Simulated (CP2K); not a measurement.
**GeS (germanium sulfide) at revPBE-D3(BJ)/TZV2P-MOLOPT-PBE-GTH (core potential)**

Aim: the energy change on altering one bond length of GeS (germanium sulfide) at revPBE-D3(BJ)/TZV2P-MOLOPT-PBE-GTH (core potential), from 2 runs. 

The results are computed with CP2K 2026.2.

2 further runs of the same task are left out: 2 that didn't finish.

## 1. Starting point

GeS: 2 atoms, total charge 0, spin state singlet. As SMILES, `[S+]#[Ge-]`. Geometry: the measured bond length.

Bond lengths: S1–Ge2 2.012 Å.

## 2. The energy at revPBE-D3(BJ)/TZV2P-MOLOPT-PBE-GTH (core potential)

File molecule.xyz:

```xyz
2

S      0.000000     0.000000     0.000000
Ge     0.000000     0.000000     2.012086
```

File molecule.inp:

```
&GLOBAL
   PROJECT_NAME molecule
   RUN_TYPE ENERGY
   PRINT_LEVEL MEDIUM
&END

&FORCE_EVAL
   METHOD QS
   &DFT
      BASIS_SET_FILE_NAME BASIS_MOLOPT_UZH
      POTENTIAL_FILE_NAME POTENTIAL_UZH
      CHARGE 0
      MULTIPLICITY 1
      # Quickstep
      &QS
         METHOD GPW
         EPS_DEFAULT 1.0E-10
      &END
      # plane-wave cutoff in Ry
      &MGRID
         CUTOFF 400
         REL_CUTOFF 50
         NGRIDS 4
      &END
      # no periodic images
      &POISSON
         PERIODIC NONE
         POISSON_SOLVER WAVELET
      &END
      &SCF
         SCF_GUESS ATOMIC
         EPS_SCF 1.0E-06
         MAX_SCF 150
         ADDED_MOS 10
         &DIAGONALIZATION
            ALGORITHM STANDARD
         &END
         &MIXING
            METHOD PULAY_MIXING
            ALPHA 0.4
            NBUFFER 4
         &END
      &END
      &XC
         &XC_FUNCTIONAL
            &PBE
               PARAMETRIZATION REVPBE
            &END
         &END
         &VDW_POTENTIAL
            POTENTIAL_TYPE PAIR_POTENTIAL
            &PAIR_POTENTIAL
               TYPE DFTD3(BJ)
               PARAMETER_FILE_NAME dftd3.dat
               REFERENCE_FUNCTIONAL revPBE
               R_CUTOFF 15
            &END
         &END
      &END
      &PRINT
         &MOMENTS
            PERIODIC F
            REFERENCE COM
            MAX_MOMENT 1
         &END
         &MO ON
            ENERGIES T
            OCCUPATION_NUMBERS T
            NDIGITS 6
            &EACH
               QS_SCF 0
            &END
            ADD_LAST NUMERIC
         &END
         &HIRSHFELD OFF
         &END
      &END
   &END
   # atoms, cell and kinds
   &SUBSYS
      # box in angstrom
      &CELL
         ABC [angstrom] 12 12 12
         PERIODIC NONE
      &END
      &TOPOLOGY
         COORD_FILE_NAME molecule.xyz
         COORD_FILE_FORMAT XYZ
         &CENTER_COORDINATES
         &END
      &END
      &KIND S
         BASIS_SET TZV2P-MOLOPT-PBE-GTH-q6
         POTENTIAL GTH-PBE-q6
      &END
      &KIND Ge
         BASIS_SET TZV2P-MOLOPT-PBE-GTH-q4
         POTENTIAL GTH-PBE-q4
      &END
   &END
&END
```

Run with:

```
OMP_NUM_THREADS=1 cp2k.psmp molecule.inp > molecule.out
```

What it wrote:

```text
CP2K| version string:                                       CP2K version 2026.2
[...]
 GLOBAL| Method name                                                        CP2K
[...]
 GLOBAL| Run type                                                         ENERGY
[...]
 DFT| Spin restricted Kohn-Sham (RKS) calculation                            RKS
 DFT| Multiplicity                                                             1
[...]
 DFT| Charge                                                                   0
[...]
 FUNCTIONAL| PBE:
[...]
 QS| Method:                                                                 GPW
[...]
 QS| Density cutoff [a.u.]:                                                200.0
[...]
 QS| Relative density cutoff [a.u.]:                                        25.0
[...]
                             - Atoms:                                          2
[...]
                             - Spherical basis functions:                     58
[...]
 Number of electrons:                                                         10
[...]
     1 NoMix/Diag. 0.40E+00    2.7     0.59099643       -14.0226382128 -1.40E+01
[...]
    18 Pulay/Diag. 0.40E+00    2.5     0.00000094       -14.1398000703  1.26E-06
  *** SCF run converged in    18 steps ***
[...]
  Overlap energy of the core charge distribution:               0.00000017559332
  Self energy of the core charge distribution:                -32.52444460030405
  Core Hamiltonian energy:                                      7.19987293055394
  Hartree energy:                                              14.51106158014529
  Exchange-correlation energy:                                 -3.32309562851619
  Dispersion energy:                                           -0.00319452778584
  Total energy:                                               -14.13980007031352
[...]
                     Mulliken Population Analysis
 #  Atom  Element  Kind  Atomic population                           Net charge
       1     S        1          6.309950                             -0.309950
       2     Ge       2          3.690050                              0.309950
 # Total charge                             10.000000                  0.000000
[...]
  Dipole moment [Debye]
    X=  0.1192926E-07 Y=  0.1192923E-07 Z=  0.1948190E+01  Total=      1.9481900
 ENERGY| Total FORCE_EVAL ( QS ) energy [hartree]            -14.139800070313523
[...]
```

It took 46 s on 1 thread of Arm Neoverse V2, shared host; peak memory 1.7 GiB.

## 3. The distorted shape, same level

File molecule.xyz:

```xyz
2

S      0.000000     0.000000    -1.006014
Ge     0.000000     0.000000     2.012086
```

File calc.inp:

```
&GLOBAL
   PROJECT_NAME calc
   RUN_TYPE ENERGY
   PRINT_LEVEL MEDIUM
&END GLOBAL
&FORCE_EVAL
   METHOD QUICKSTEP
   &DFT
      BASIS_SET_FILE_NAME BASIS_MOLOPT_UZH
      POTENTIAL_FILE_NAME POTENTIAL_UZH
      &QS
         METHOD GPW
         EPS_DEFAULT 1.0E-10
      &END QS
      &MGRID
         CUTOFF 400
         REL_CUTOFF 50
         NGRIDS 4
      &END MGRID
      &POISSON
         PERIODIC NONE
         POISSON_SOLVER WAVELET
      &END POISSON
      &SCF
         SCF_GUESS ATOMIC
         EPS_SCF 1.0E-06
         MAX_SCF 40
         &OT
            MINIMIZER CG
            PRECONDITIONER FULL_SINGLE_INVERSE
         &END OT
         &OUTER_SCF
            EPS_SCF 1.0E-06
            MAX_SCF 10
         &END OUTER_SCF
      &END SCF
      &XC
         &XC_FUNCTIONAL
            &PBE
               PARAMETRIZATION REVPBE
            &END PBE
         &END XC_FUNCTIONAL
         &VDW_POTENTIAL
            POTENTIAL_TYPE PAIR_POTENTIAL
            &PAIR_POTENTIAL
               TYPE DFTD3(BJ)
               PARAMETER_FILE_NAME dftd3.dat
               REFERENCE_FUNCTIONAL revPBE
               R_CUTOFF 15
            &END PAIR_POTENTIAL
         &END VDW_POTENTIAL
      &END XC
      &PRINT
         &MOMENTS
            PERIODIC F
            REFERENCE COM
            MAX_MOMENT 1
         &END MOMENTS
         &MO_CUBES
            NLUMO 3
            NHOMO -1
            WRITE_CUBE F
         &END MO_CUBES
         &HIRSHFELD OFF
         &END HIRSHFELD
      &END PRINT
   &END DFT
   &SUBSYS
      &CELL
         ABC 13 13 13
         PERIODIC NONE
      &END CELL
      &TOPOLOGY
         COORD_FILE_NAME molecule.xyz
         COORD_FILE_FORMAT XYZ
         &CENTER_COORDINATES
         &END CENTER_COORDINATES
      &END TOPOLOGY
      &KIND S
         BASIS_SET TZV2P-MOLOPT-PBE-GTH-q6
         POTENTIAL GTH-PBE-q6
      &END KIND
      &KIND Ge
         BASIS_SET TZV2P-MOLOPT-PBE-GTH-q4
         POTENTIAL GTH-PBE-q4
      &END KIND
   &END SUBSYS
&END FORCE_EVAL
```

Run with:

```
OMP_NUM_THREADS=1 cp2k.psmp -i calc.inp > calc.out 2>&1
```

What it wrote:

```text
CP2K| version string:                                       CP2K version 2026.2
[...]
 GLOBAL| Method name                                                        CP2K
[...]
 GLOBAL| Run type                                                         ENERGY
[...]
 DFT| Spin restricted Kohn-Sham (RKS) calculation                            RKS
 DFT| Multiplicity                                                             1
[...]
 DFT| Charge                                                                   0
[...]
 FUNCTIONAL| PBE:
[...]
 QS| Method:                                                                 GPW
[...]
 QS| Density cutoff [a.u.]:                                                200.0
[...]
 QS| Relative density cutoff [a.u.]:                                        25.0
[...]
                             - Atoms:                                          2
[...]
                             - Spherical basis functions:                     58
[...]
 Number of electrons:                                                         10
[...]
     1 OT CG       0.80E-01    3.1     0.13226180       -13.5594205868 -1.36E+01
[...]
     4 OT CG       0.11E+00    2.5     0.00000081       -14.0055113604 -4.17E-11
  *** SCF run converged in     4 steps ***
[...]
  Overlap energy of the core charge distribution:               0.00000000000000
  Self energy of the core charge distribution:                -32.52444460030405
  Core Hamiltonian energy:                                      6.88244642751211
  Hartree energy:                                              14.79039376068402
  Exchange-correlation energy:                                 -3.15079948773667
  Dispersion energy:                                           -0.00310746053748
  Total energy:                                               -14.00551136038207
[...]
                     Mulliken Population Analysis
 #  Atom  Element  Kind  Atomic population                           Net charge
       1     S        1          6.298646                             -0.298646
       2     Ge       2          3.701354                              0.298646
 # Total charge                             10.000000                 -0.000000
[...]
  Dipole moment [Debye]
    X=  0.5270854E-05 Y=  0.1344763E-04 Z=  0.4784541E+01  Total=      4.7845411
[...]
 HOMO - LUMO gap [eV] :    0.888003
 ENERGY| Total FORCE_EVAL ( QS ) energy [hartree]            -14.005511360382069
[...]
```

It took 3.1 min on 1 thread of Arm Neoverse V2, shared host; peak memory 1.4 GiB.

## 4. Results

Level: revPBE-D3(BJ)/TZV2P-MOLOPT-PBE-GTH (core potential).

| quantity | value |
| --- | --- |
| first shape: total energy | -14.13980 Eh |
| first shape: dipole moment | 1.95 D |
| first shape: HOMO energy | -6.82 eV |
| first shape: LUMO energy | -3.03 eV |
| first shape: HOMO–LUMO gap | 3.79 eV |
| first shape: dispersion energy | -8.39 kJ/mol |
| distorted shape: total energy | -14.00551 Eh |
| distorted shape: dipole moment | 4.78 D |
| distorted shape: HOMO energy | -5.44 eV |
| distorted shape: LUMO energy | -4.55 eV |
| distorted shape: HOMO–LUMO gap | 0.89 eV |
| distorted shape: dispersion energy | -8.16 kJ/mol |
| energy change with the S1–Ge2 bond stretched from 2.012 to 3.018 Å | 3.654 eV |

What this shows: With the S1–Ge2 bond stretched from 2.012 to 3.018 Å the energy rises by 3.65 eV (84 kcal/mol). The first shape isn't relaxed at this level, so the change isn't measured from a minimum. A restricted reference can't describe the breaking bond well at this length.
